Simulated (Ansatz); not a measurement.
# C2H10BFOSi: up Jacob's ladder to CCSD(T)

The task here is to estimate one member of a computed series from the others.

Computed with Ansatz 0.2.0, Gaussian basis. Level: functionals in def2-TZVPP, the program's frozen cores in correlated methods.

The runs, in order: LDA (SPW92), PBE-D4, revPBE-D4, BLYP-D4, r2SCAN-D4, B97M-V, PBE0-D4, B3LYP-D4, r2SCANh-D4, r2SCAN0-D4, HSE06-D4, BHLYP-D4, CAM-B3LYP-D4, LC-ωPBE, ωB97X-V, ωB97M-V, B2PLYP, PBE-QIDH; CCSD(T)/def2-SVP; MP2/def2-TZVPP; MP2/def2-QZVPP; RPA on PBE.

## Structure used throughout

The geometry comes from an earlier relaxation with PBE0-D4 in a triple-zeta def2 set; it is a stationary point, not always the lowest conformer.

16 atoms, charge 0, spin multiplicity 1.

Atoms are counted from 1 here; the program's logs count them from 0.

Bond lengths: C1–B2 1.564 Å, C1–H7 1.098 Å, C1–H8 1.092 Å, C1–H9 1.091 Å, B2–C3 1.568 Å, B2–F4 1.346 Å, C3–H10 1.092 Å, C3–H11 1.098 Å, C3–H12 1.093 Å, O5–Si6 1.660 Å, O5–H13 0.959 Å, Si6–H14 1.478 Å, Si6–H15 1.485 Å, Si6–H16 1.488 Å. Angles: B2–C1–H7 108.5°, B2–C1–H8 112.4°, B2–C1–H9 112.7°, H7–C1–H8 107.0°, H7–C1–H9 106.8°, H8–C1–H9 109.1°, C1–B2–C3 124.9°, C1–B2–F4 117.3°, C3–B2–F4 116.9°, B2–C3–H10 112.8°, B2–C3–H11 108.4°, B2–C3–H12 112.7°, H10–C3–H11 106.3°, H10–C3–H12 109.6°, H11–C3–H12 106.7°, Si6–O5–H13 117.3°, O5–Si6–H14 105.8°, O5–Si6–H15 111.5° and more.

The first run:

The input, in.yaml:

```yaml
crystal:
  periodic: [false, false, false]
  atoms:
    - {symbol: C, position_ang: [-1.454924, -1.269538, -0.133514]}
    - {symbol: B, position_ang: [-0.190036, -0.833721, 0.677307]}
    - {symbol: C, position_ang: [1.199416, -1.559327, 0.629043]}
    - {symbol: F, position_ang: [-0.363794, 0.086979, 1.643633]}
    - {symbol: O, position_ang: [0.499719, 0.962847, -0.954428]}
    - {symbol: Si, position_ang: [0.013420, 2.483687, -0.501701]}
    - {symbol: H, position_ang: [-1.932846, -2.107191, 0.391020]}
    - {symbol: H, position_ang: [-2.198482, -0.473146, -0.206008]}
    - {symbol: H, position_ang: [-1.210153, -1.622906, -1.136517]}
    - {symbol: H, position_ang: [1.459980, -1.907831, -0.372743]}
    - {symbol: H, position_ang: [1.144208, -2.454856, 1.261218]}
    - {symbol: H, position_ang: [2.010872, -0.944983, 1.026465]}
    - {symbol: H, position_ang: [1.431374, 0.836078, -1.140752]}
    - {symbol: H, position_ang: [-1.441908, 2.385490, -0.261943]}
    - {symbol: H, position_ang: [0.722818, 2.941770, 0.719808]}
    - {symbol: H, position_ang: [0.287336, 3.453849, -1.596386]}
basis:
  gaussian: {orbitals: def2-TZVPP}
hamiltonian: {xc: lda}
output: {orbitals: {seedname: orbitals}}
```

Run with:

```sh
$ ansatz run in.yaml --threads 4 --pin off --events-out ev --progress --plain --max-ram 11315MiB
```

Among the steps run: LDA; PBE-D4 (GGA); revPBE-D4 (GGA); BLYP-D4 (GGA); r2SCAN-D4 (meta-GGA); B97M-V (meta-GGA); PBE0-D4 (hybrid); B3LYP-D4 (hybrid); r2SCANh-D4 (hybrid); r2SCAN0-D4 (hybrid); HSE06-D4 (hybrid); BHLYP-D4 (hybrid); CAM-B3LYP-D4 (range-separated); LC-ωPBE (range-separated); ωB97X-V (range-separated); ωB97M-V (range-separated); B2PLYP (double hybrid); PBE-QIDH (double hybrid).

One table of the session follows, with a row left open; its other results are not shown here.

It belongs to the step «Orbital energies across the functionals». 

```
  functional  HOMO (eV)  gap (eV)
 LDA (SPW92)      -7.02      5.74
      PBE-D4      -6.90      5.86
   revPBE-D4      -6.84      5.92
     BLYP-D4      -6.83      5.87
   r2SCAN-D4          ?         ?
      B97M-V      -7.37      6.50
     PBE0-D4      -8.41      8.25
    B3LYP-D4      -8.21      7.78
  r2SCANh-D4      -7.79      7.52
  r2SCAN0-D4      -8.63      8.77
    HSE06-D4      -8.00      7.47
    BHLYP-D4      -9.87     10.49
CAM-B3LYP-D4      -9.89     10.63
     LC-ωPBE     -11.22     13.22
     ωB97X-V     -10.88     12.68
     ωB97M-V     -10.76     12.18
```

Estimate the missing values for r2SCAN-D4.

Worked estimate for «HOMO (eV)». Against the share of exact exchange, r2SCANh-D4 (0.1, -7.79), r2SCAN0-D4 (0.25, -8.63) give a slope of -5.60 per unit share; at 0 the line stands at -7.23.

The run gave: HOMO (eV): -7.22; gap (eV): 6.67. In «HOMO (eV)» the line misses by -0.01.
